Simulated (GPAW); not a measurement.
# Ta3Cu (I4/mmm) in GPAW: equation of state

How stiff is Ta3Cu in PBEsol, and what volume does it want? The cell is scaled to several volumes.

All numbers are computed with GPAW 26.7.0; they aren't measurements. Logs are shortened: lines on timing, memory, paths and dates and some standing lists are left out, and cuts for length are marked. The log counts tension as positive stress, the text compression.

**1. The crystal as given**

It takes space group I4/mmm (No. 139, tetragonal). Conventional cell: a = 4.013 Å, b = 4.013 Å, c = 8.416 Å, α = 90.00°, β = 90.00°, γ = 90.00°. Ta (site symmetry 4/mmm) has 4 Cu at 2.84 Å and 8 Ta at 2.91 Å as nearest neighbours. Ta (site symmetry -4m2) has 8 Ta at 2.84 to 2.91 Å and 4 Cu at 2.91 Å as nearest neighbours. Around Cu (site symmetry 4/mmm) lie 12 Ta at 2.84 to 2.91 Å.

The cell comes from a database or a generator and needn't be the stable form of this composition.

**2. Equation of state, PBEsol**

File run.py:

```python
from ase import Atoms
from ase.eos import EquationOfState
from ase.io import Trajectory
from ase.units import GPa
from ase.parallel import parprint
from gpaw import GPAW, PW, setup_paths

setup_paths.insert(0, '.')

atoms = Atoms(['Ta', 'Ta', 'Ta', 'Cu'],
              cell=[[-2.006507, 2.006507, 4.20817],
                    [2.006507, -2.006507, 4.20817],
                    [2.006507, 2.006507, -4.20817]],
              scaled_positions=[[0.5, 0.5, 0.0],
                                [0.25, 0.75, 0.5],
                                [0.75, 0.25, 0.5],
                                [0.0, 0.0, 0.0]],
              pbc=True)

traj = Trajectory('eos.traj', 'w')
volumes, energies = [], []
for x in [0.94, 0.96, 0.98, 1.0, 1.02, 1.04, 1.06]:
    a = atoms.copy()
    a.set_cell(atoms.cell * x**(1 / 3), scale_atoms=True)
    calc = GPAW(mode=PW(600),
                xc='PBEsol',
                kpts={'size': (9, 9, 9), 'gamma': True},
                occupations={'name': 'fermi-dirac', 'width': 0.05},
                nbands=46,
                convergence={'density': 1e-05, 'energy': 1e-05},
                maxiter=150,
                txt=f'eos-{x:.2f}.txt')
    a.calc = calc
    energies.append(a.get_potential_energy(force_consistent=True))
    volumes.append(a.get_volume())
    p = -a.get_stress()[:3].mean() / GPa
    calc.write(f'eos-{x:.2f}.gpw')
    traj.write(a)
    parprint(f'{x:.2f} {volumes[-1]:10.4f} A^3 {energies[-1]:14.6f} eV {p:9.3f} GPa', flush=True)

v0, e0, B = EquationOfState(volumes, energies, eos='birchmurnaghan').fit()
parprint(f'V0 = {v0:.4f} A^3, E0 = {e0:.6f} eV, B0 = {B / GPa:.2f} GPa')
```

Potentials or basis: PAW data sets generated in the run's folder for this functional, pw.

Launch:

```sh
$ gpaw-setup -f PBEsol Cu Ta
$ OMP_NUM_THREADS=1 mpirun -n 4 gpaw python run.py
```

The log of the run:

```text
__  _  _
 | _ |_)|_||  |
 |__||  | ||/\| - 26.7.0

Input parameters:
  mode=PW(ecut=600.0),
  convergence={'density': 1e-05, 'energy': 1e-05},
  kpts=MonkhorstPack(size=(9, 9, 9), gamma=True),
  maxiter=150,
  nbands=46,
  occupations=Occupations(name='fermi-dirac', width=0.05),
  xc=XC(name='PBEsol')

Diagonalizing LCAO Hamiltonian
Converting LCAO to pw mode

       Ta
         Ta

            Ta

       Cu

Atoms  # Å, Bohr magnetons
|   | symbol |        x |         y |        z |    initial magnetic moments |
|---|--------|----------|-----------|----------|-----------------------------|
| 0 |     Ta | 0.000000 |  0.000000 | 4.122265 | ( 0.0000,  0.0000,  0.0000) |
| 1 |     Ta | 1.965546 | -0.000000 | 2.061132 | ( 0.0000,  0.0000,  0.0000) |
| 2 |     Ta | 0.000000 |  1.965546 | 2.061132 | ( 0.0000,  0.0000,  0.0000) |
| 3 |     Cu | 0.000000 |  0.000000 | 0.000000 | ( 0.0000,  0.0000,  0.0000) |

Unit cell  # Å
| periodic |         x |         y |         z |  lengths |     angles |
|----------|-----------|-----------|-----------|----------|------------|
|      yes | -1.965546 |  1.965546 |  4.122265 | 4.971902 | 133.426780 |
|      yes |  1.965546 | -1.965546 |  4.122265 | 4.971902 | 133.426780 |
|      yes |  1.965546 |  1.965546 | -4.122265 | 4.971902 |  67.984706 |

Number of symmetries: 16
Symmetry operations  # r_c * U_cc + t_c -> r_c
|    | kind |            matrix            |
|----|------|------------------------------|
|  0 |  σ   |  1, 1, 1,  0, 0,-1,  0,-1, 0 |
|  1 |  C4  |  1, 1, 1,  0, 0,-1, -1, 0, 0 |
|  2 |  E   |  1, 0, 0,  0, 1, 0,  0, 0, 1 |
|  3 |  σ   |  1, 0, 0,  0, 1, 0, -1,-1,-1 |
|  4 |  σ   |  0, 1, 0,  1, 0, 0,  0, 0, 1 |
|  5 |  C2  |  0, 1, 0,  1, 0, 0, -1,-1,-1 |
|  6 |  C2  |  0, 0, 1, -1,-1,-1,  1, 0, 0 |
|  7 |  S4  |  0, 0, 1, -1,-1,-1,  0, 1, 0 |
|  8 |  C4  |  0, 0,-1,  1, 1, 1,  0,-1, 0 |
|  9 |  σ   |  0, 0,-1,  1, 1, 1, -1, 0, 0 |
| 10 |  σ   |  0,-1, 0, -1, 0, 0,  1, 1, 1 |
| 11 |  C2  |  0,-1, 0, -1, 0, 0,  0, 0,-1 |
| 12 |  C2  | -1, 0, 0,  0,-1, 0,  1, 1, 1 |
| 13 |  i   | -1, 0, 0,  0,-1, 0,  0, 0,-1 |
| 14 |  S4  | -1,-1,-1,  0, 0, 1,  1, 0, 0 |
| 15 |  C2  | -1,-1,-1,  0, 0, 1,  0, 1, 0 |

BZ-sampling:
  Number of BZ points: 729
  Number of IBZ points: 75

  Monkhorst-Pack size: [9, 9, 9]
  Monkhorst-Pack shift: [0, 0, 0]

K-points  # in reciprocal-cell coordinates
|     |                                coordinates |     weight |
|-----|--------------------------------------------|------------|
|   0 | (  0.00000000,   0.00000000,   0.00000000) | 0.00137174 |
|   1 | (  0.11111111,  -0.11111111,   0.00000000) | 0.00548697 |
|   2 | (  0.11111111,  -0.11111111,   0.11111111) | 0.00548697 |
|   3 | (  0.11111111,   0.00000000,   0.00000000) | 0.01097394 |
|   4 | (  0.11111111,   0.11111111,  -0.11111111) | 0.00274348 |
|   5 | (  0.22222222,  -0.22222222,   0.00000000) | 0.00548697 |
|   6 | (  0.22222222,  -0.22222222,   0.11111111) | 0.01097394 |
|   7 | (  0.22222222,  -0.22222222,   0.22222222) | 0.00548697 |
|   8 | (  0.22222222,  -0.11111111,   0.00000000) | 0.02194787 |
|   9 | (  0.22222222,  -0.11111111,   0.11111111) | 0.01097394 |
| ... |                                            |            |
|  74 | (  0.44444444,   0.44444444,   0.44444444) | 0.01097394 |

Plane wave coefficients: 2144
Cutoff: 600.0 eV

Spin-components: 1 (collinear spins)
Bands:           46
Projectors:      24
Spin-degeneracy: 2
Datatype:        complex128

Parallelization:
  kpt:    4
  domain: 1
  band:   1

Density:
  Valence electrons: 50.0
  Components: 1
  Grid points: [30 30 30]
  Charge: 0.0  # |e|

Potential:
  Grid points: [30 30 30]

species:
  Ta:
    name:    Tantalum
    Z:       73.0
    valence: 13
    core:    60
    charge:  0.0  # [|e|]
    compensation charges:
      type: gauss
      rc: 0.42  # [Å]
      lmax: 2
    cutoffs:
      filter: 2.36  # [Å]
      core: 3.45  # [Å]
    projectors
    | kind |    occ | energy [eV] | rcut [Å] |
    |------|--------|-------------|----------|
    |   5s |  2.000 |     -72.818 |    1.365 |
    |   6s |  2.000 |      -5.457 |    1.365 |
    |   5p |  6.000 |     -39.444 |    1.349 |
    |   6p |  0.000 |      -1.369 |    1.349 |
    |   5d |  3.000 |      -3.632 |    1.307 |
    |    d |        |      23.579 |    1.307 |

    Using partial waves for Ta as LCAO basis

  Cu:
    name:    Copper
    Z:       29.0
    valence: 11
    core:    18
    charge:  0.0  # [|e|]
    compensation charges:
      type: gauss
      rc: 0.33  # [Å]
      lmax: 2
    cutoffs:
      filter: 2.06  # [Å]
      core: 2.43  # [Å]
    projectors
    | kind |    occ | energy [eV] | rcut [Å] |
    |------|--------|-------------|----------|
    |   4s |  1.000 |      -4.607 |    1.164 |
    |   4p |  0.000 |      -0.637 |    1.164 |
    |   3d | 10.000 |      -5.060 |    1.058 |
    |    s |        |      22.604 |    1.164 |
    |    p |        |      26.574 |    1.164 |
    |    d |        |      22.151 |    1.058 |

    Using partial waves for Cu as LCAO basis

Reference energy: -1317122.901417  # eV

eigensolver:
  PPCG
  Converge bands: occupied
  niter=2

density mixing:
  MSR1-Mixer
  Pratt-step length: 0.05
  Maximum mixing coefficient: 0.75
  Old densities: 10
  SVD Regularization: 0.005
  Good broyden scale: 1.0
  Trust region scale: 1.0
  Backstep threshold: 4.0
  History deletion threshold: 6.0
  Fourier metric: weight=20.0, sigma=0.015

occupation numbers:
  Fermi-Dirac:
    width: 0.0500  # eV

poisson solver:
  ecut: 4800.0  # eV

xc functional:
  name: PBEsol with 2 nearest neighbor stencil

convergence criteria:
- Maximum integral of absolute [dens]ity change: 1e-05 electrons / valence electron
- Maximum [total energy] change in last 3 cyles: 1e-05 eV / valence electron
- Maximum integral of absolute [eigenst]ate change: 4e-08 eV^2 / valence electron
maximum number of iterations: 150

SCF iterations
|iter     | |      energy | eigst |  dens |
|---------|-|-------------|-------|-------|
|iter:   1| |  -42.086834 | +0.26 |       |
|iter:   2| |  -35.951972 | -1.10 | -0.83 |
|iter:   3| |  -35.807391 | -2.97 | -1.27 |
|iter:   4| |  -35.449822 | -2.19 | -1.32 |
|iter:   5| |  -35.334720 | -2.24 | -1.57 |
|iter:   6| |  -35.302808 | -3.27 | -1.91 |
|iter:   7| |  -35.311337 | -3.36 | -2.13 |
|iter:   8| |  -35.316743 | -4.14 | -2.28 |
|iter:   9| |  -35.309410 | -4.32 | -2.43 |
|iter:  10| |  -35.307875 | -5.32 | -2.72 |
|iter:  11| |  -35.306625 | -5.13 | -2.88 |
|iter:  12| |  -35.306410 | -5.62 | -3.30 |
|iter:  13| |  -35.306403c| -7.08 | -4.06 |
|iter:  14| |  -35.306399c| -7.60c| -4.42 |
|iter:  15| |  -35.306399c| -7.93c| -5.47c|

Converged in 15 steps
Energy contributions relative to reference atoms: (reference = -1317122.901417)

Energy contributions:
  Kinetic:          14.798246
  Coulomb:         -17.205762
  Zero:             -0.724042
  External:          0.000000
  Xc:              -32.157573
  Entropy:          -0.034535
  Spinorbit:         0.000000
  ----------------------------
  Free energy:     -35.323666
  Extrapolated:    -35.306399

dipole moment: (-11.430343, -11.430343, 5.668556)  # |e|*Ang

Fermi level: 11.845
Eigenvalues  # (at kpt = [0.000, 0.000, 0.000])
| band index |      eig [eV] | occ [0-2] |
|------------|---------------|-----------|
|          0 |       -55.507 |     2.000 |
|        ... |               |           |
|         17 |         8.371 |     2.000 |
|         18 |         8.371 |     2.000 |
|         19 |         9.469 |     2.000 |
|         20 |         9.802 |     2.000 |
|         21 |        10.055 |     2.000 |
|         22 |        10.055 |     2.000 |
[... 8 lines left out ...]
|         31 |        16.457 |     0.000 |
|         32 |        17.593 |     0.000 |
|        ... |               |           |
|         45 |        27.875 |     0.000 |

No gap
No difference between direct/indirect transitions

Stress tensor  # eV/Ang^3
|         x |         y |         z |
|-----------|-----------|-----------|
| -0.041251 | -0.000000 | -0.000000 |
| -0.000000 | -0.041251 | -0.000000 |
| -0.000000 | -0.000000 | -0.034101 |

# Writing to eos-0.94.gpw (mode='')
```

Run time: 8.4 min. Hardware: 4 MPI ranks of Arm Neoverse V2, shared host; peak memory 0.43 GiB.

What came out:

* Equilibrium volume: 16.42 Å³/atom
* Bulk modulus at fixed shape and positions: 194 GPa
* Pressure derivative of the bulk modulus: 3.9

Energy against volume, from the lowest point:
| volume (Å³/atom) | energy (meV/atom) |
| --- | --- |
| 15.926 | 8.53 |
| 16.265 | 0.00 |
| 16.604 | 0.36 |
| 16.942 | 8.76 |
| 17.281 | 24.43 |
| 17.620 | 46.66 |
| 17.959 | 74.82 |

Caveat: with this Cu data set, volumes or pressures lay over 1.5 % or 2 GPa off other programs in two to four cells of ten; the cell was scaled at fixed shape and fractional positions, which overstates the stiffness of a crystal with free parameters, most of all of layers and chains. Spin-orbit coupling is left out, which matters for the levels of Ta.
